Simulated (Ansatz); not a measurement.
# NaHg2: response to biaxial strain in the a-b plane

One table from this session's results is given with a row withheld; the runs are named, their logs left out.

Method: DFT r2SCAN, scalar-relativistic, plane waves, PAW, in Ansatz 0.2.0.

2 further runs of the same task are left out: 2 set aside as unsound or not needed.

**The system as given**

Symmetry: P6/mmm, No. 191, hexagonal system. The conventional cell has a = 5.092 Å, b = 5.092 Å, c = 3.238 Å, α = 90.00°, β = 90.00°, γ = 120.00°. Around Na (site symmetry 6/mmm) lie 2 Na at 3.24 Å and 12 Hg at 3.36 Å. Hg (site symmetry -6m2) is surrounded by 5 Hg at 2.94 to 3.24 Å and 6 Na at 3.36 Å.

As a file:

```xyz
3
Lattice="5.0920 0.0000 0.0000 -2.5460 4.4098 0.0000 0.0000 0.0000 3.2380" Properties=species:S:1:pos:R:3 pbc="T T T"
Na    0.0000    0.0000    0.0000
Hg    0.0000    2.9399    1.6190
Hg    2.5460    1.4699    1.6190
```

It is the result of an earlier relaxation at this level (volume 24.24 Å³/atom; gap on the mesh: none (metal)).

The first run:

The input, input.yaml:

```yaml
crystal:
  lattice:
    - [5.0919715837, 0.0, 0.0]
    - [-2.5459857919, 4.4097767469, 0.0]
    - [0.0, 0.0, 3.2379985993]
  atoms:
    - { symbol: Na, position: [0.0, 0.0, 0.0] }
    - { symbol: Hg, position: [0.3333333333, 0.6666666667, 0.5] }
    - { symbol: Hg, position: [0.6666666667, 0.3333333333, 0.5] }
basis:
  ecutwfc: 500
kpoints:
  mp_grid: { grid: [12, 12, 16] }
hamiltonian:
  xc: r2scan
scf:
  occupations: { method: gaussian, width: 0.1 }
output:
  forces: true
  stress: true
  eigenvalues: true
```

Command:

```bash
$ ansatz run input.yaml --threads 1 --pin off --max-ram 2560MiB --backend cpu --events-out ev --progress --plain --runs-dir out
```

Steps of the session up to this table: The unstrained reference; The cell strained by -1.5 %; Strain +1.5 %; At -3.0 %; Strain +3.0 %; At -4.5 %; The cell strained by +4.5 %.

One of the session's tables, all rows but one given; the rest of the session is left out.

Lengths are those of the vectors of the cell that was run; stresses in GPa:

| strain (%) | ΔE (meV/atom) | a (Å) | b (Å) | c (Å) |
| --- | --- | --- | --- | --- |
| -4.5 | 25.3 | 4.863 | 4.863 | 3.387 |
| -3.0 | 9.9 | 4.939 | 4.939 | 3.329 |
| -1.5 | ? | ? | ? | ? |
| +0.0 | 0.0 | 5.092 | 5.092 | 3.238 |
| +1.5 | 3.0 | 5.168 | 5.168 | 3.220 |
| +3.0 | 10.4 | 5.245 | 5.245 | 3.191 |
| +4.5 | 21.3 | 5.321 | 5.321 | 3.178 |

Estimate the missing values for strain (%) = -1.5.

Worked estimate for «ΔE (meV/atom)». A straight line through the neighbours (-3.0, 9.9) and (0.0, 0.0) gives 9.9 + (0.0 − 9.9) × (-1.5 + 3.0) / (0.0 + 3.0) = 5.0; a parabola fitted to 4 rows on both sides gives 1.9.

**Answer.** ΔE (meV/atom): 1.9; a (Å): 5.016; b (Å): 5.016; c (Å): 3.294. In «ΔE (meV/atom)» the line misses by +3.1 and the parabola by 0.0.

ΔE is over the unstrained cell. Stress in GPa, positive in compression, on the Cartesian axes of the input. 
